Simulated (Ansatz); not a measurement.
**C2H4InN: ionisation energy by level of theory**

An exercise on one series of results from a longer session: the logs are not shown, and one member is left open.

Program: Ansatz 0.2.0, Gaussian basis. Level of theory: unrestricted cation, the program's frozen cores in correlated methods. These are calculated values, not measurements.

Levels to be run: UKS PBE-D4/def2-TZVPP; UKS r2SCAN-D4/def2-TZVPP; UKS PBE0-D4/def2-TZVPP; UKS B3LYP-D4/def2-TZVPP; UKS wB97X-V/def2-TZVPP; UKS wB97M-V/def2-TZVPP; UKS B2PLYP/def2-TZVPP; UHF-CCSD(T)/def2-TZVPP; UHF-MP2/def2-QZVPP; extrapolation to the limit; then −ε(HOMO) from the neutral's earlier runs with LDA (SPW92), PBE-D4, revPBE-D4, BLYP-D4, r2SCAN-D4, B97M-V, PBE0-D4, B3LYP-D4, r2SCANh-D4, r2SCAN0-D4, HSE06-D4, BHLYP-D4, CAM-B3LYP-D4, LC-ωPBE, ωB97X-V, ωB97M-V.

### Structure used throughout

An earlier PBE0-D4 in a triple-zeta def2 set relaxation fixed the geometry. In takes the def2 core potential; no spin-orbit term is included.

8 atoms, charge 0, spin multiplicity 1.

Atoms are counted from 1 here; the program's logs count them from 0.

Bond lengths: C1–In2 2.131 Å, C1–H5 1.091 Å, C1–H6 1.089 Å, C1–H7 1.091 Å, In2–C3 2.149 Å, In2–H8 1.708 Å, C3–N4 1.155 Å. Angles: In2–C1–H5 109.0°, In2–C1–H6 111.9°, In2–C1–H7 109.0°, H5–C1–H6 109.5°, H5–C1–H7 107.9°, H6–C1–H7 109.4°, C1–In2–C3 112.8°, C1–In2–H8 133.7°, C3–In2–H8 113.5°, In2–C3–N4 178.8°.

As a file:

```
C    -0.8308    1.0309   -0.4838
In   -0.1085   -0.5665    0.7272
C     1.7753   -1.3432    0.0459
N     2.7878   -1.7439   -0.3383
H    -0.0811    1.8234   -0.5121
H    -1.7706    1.4326   -0.1089
H    -0.9727    0.6671   -1.5031
H    -0.7073   -1.3573    2.1173
```

The first run:

Contents of in.yaml:

```yaml
crystal:
  periodic: [false, false, false]
  atoms:
    - {symbol: C, position_ang: [-0.830804, 1.030880, -0.483845]}
    - {symbol: In, position_ang: [-0.108536, -0.566543, 0.727227]}
    - {symbol: C, position_ang: [1.775339, -1.343223, 0.045878]}
    - {symbol: N, position_ang: [2.787786, -1.743867, -0.338292]}
    - {symbol: H, position_ang: [-0.081077, 1.823371, -0.512060]}
    - {symbol: H, position_ang: [-1.770630, 1.432594, -0.108914]}
    - {symbol: H, position_ang: [-0.972739, 0.667115, -1.503100]}
    - {symbol: H, position_ang: [-0.707339, -1.357326, 2.117306]}
basis:
  gaussian: {orbitals: def2-TZVPP}
total_charge: 1
magnetization: {spin_polarized: true, initial_magnetization: 1}
hamiltonian: {xc: pbe, dispersion: d4}
```

The run is started by

```
> ansatz run in.yaml --threads 2 --pin off --events-out ev --progress --plain --max-ram 32768MiB --backend cpu
```

Among the steps run: Cation, UKS PBE-D4/def2-TZVPP; Cation, UKS r2SCAN-D4/def2-TZVPP; Cation, UKS PBE0-D4/def2-TZVPP; Cation, UKS B3LYP-D4/def2-TZVPP; Cation, UKS wB97X-V/def2-TZVPP; Cation, UKS wB97M-V/def2-TZVPP; Cation, UKS B2PLYP (frozen core)/def2-TZVPP; Cation, UHF-CCSD(T)/def2-TZVPP; Cation, UHF-MP2/def2-QZVPP.

One table of the session follows, with a row left open; its other results are not shown here.

For comparison, −ε(HOMO) of the neutral from earlier runs:

| functional | −ε(HOMO) (eV) |
| --- | --- |
| LDA (SPW92) | 7.47 |
| PBE-D4 | 7.28 |
| revPBE-D4 | 7.21 |
| BLYP-D4 | 7.15 |
| r2SCAN-D4 | ? |
| B97M-V | 7.54 |
| PBE0-D4 | 8.47 |
| B3LYP-D4 | 8.26 |
| r2SCANh-D4 | 7.98 |
| r2SCAN0-D4 | 8.64 |
| HSE06-D4 | 8.07 |
| BHLYP-D4 | 9.54 |
| CAM-B3LYP-D4 | 9.81 |
| LC-ωPBE | 11.17 |
| ωB97X-V | 10.78 |
| ωB97M-V | 10.65 |

Estimate the missing values for r2SCAN-D4.

Worked estimate for «−ε(HOMO) (eV)». Against the share of exact exchange, r2SCANh-D4 (0.1, 7.98), r2SCAN0-D4 (0.25, 8.64) give a slope of 4.40 per unit share; at 0 the line stands at 7.54.

As computed: −ε(HOMO) (eV): 7.53. In «−ε(HOMO) (eV)» the line misses by +0.01.
